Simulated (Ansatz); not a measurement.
Working through a test of the smearing width of Cu, space group Fm-3m

Computed with Ansatz's Python interface.

Run as a notebook:

In [1]:
```python
import ansatz as az
from ase import Atoms
import pandas as pd

atoms = Atoms(
    ["Cu"],
    scaled_positions=[
        [0.0, 0.0, 0.0],
    ],
    cell=[
        [0.0, 1.8075, 1.8075],
        [1.8075, 0.0, 1.8075],
        [1.8075, 1.8075, 0.0],
    ],
    pbc=True,
)
xtal = az.Crystal.from_ase(atoms)

calc = (
    xtal.calculation()
    .pseudopotentials("paw")
    .kpoints(14, 14, 14)  # the mesh must be finer for metals
)
```

In [2]:
```python
rows = []
for value in [0.5, 0.3, 0.2, 0.1]:
    report = calc.occupations("gaussian", width=value).run(threads=1).report
    rows.append((value, report["free_energy_ev"] / len(report["lattice"]["sites"]), report["n_iterations"], report["n_kpoints"]))

table = pd.DataFrame(rows, columns=["width (eV)", "F/atom (eV)", "iterations", "k-points"])
table.round(5)
```
```text
DeckWarning: basis.ecutwfc = 420 eV, auto-derived from the records' recommended cutoffs: set by Cu (normal level)
```
Out [2]:
```text
   width (eV)  F/atom (eV)  iterations  k-points
0         0.5  -6625.19284           6       104
1         0.3  -6625.18029           6       104
2         0.2  -6625.17644           6       104
3         0.1  -6625.17427           6       104
```

In [3]:
```python
# the last row is the reference
for row in rows[:-1]:
    shift = 1000 * (row[1] - rows[-1][1])
    print(f"{row[0]}: {shift:+.2f} meV/atom" + ("  (within 1 meV)" if abs(shift) < 1 else ""))
```
```text
0.5: -18.57 meV/atom
0.3: -6.03 meV/atom
0.2: -2.17 meV/atom
```

Going from 0.1 to 0.5 eV changes F by -18.6 meV an atom. With this scheme F falls roughly as the square of the width; the report's estimate for zero width (energy_sigma0_ev) moves by only +0.1 meV.

The run is spin-unpolarised. For a metal this k-point mesh is coarse: on a finer one energies can move by several to tens of meV an atom and pressures by half a GPa or more, differences at one mesh by less. The free energy holds a sizeable smearing term, which stands for no physical temperature. The narrowest width needs the finest mesh, so the last row is no converged reference. No functional is typed, so the default, PBE, holds. Warnings are shown shortened and without file and line. Finished in 3.5 s on 1 thread of Arm Neoverse V2, with other jobs on the host, peak memory 0.37 GiB.
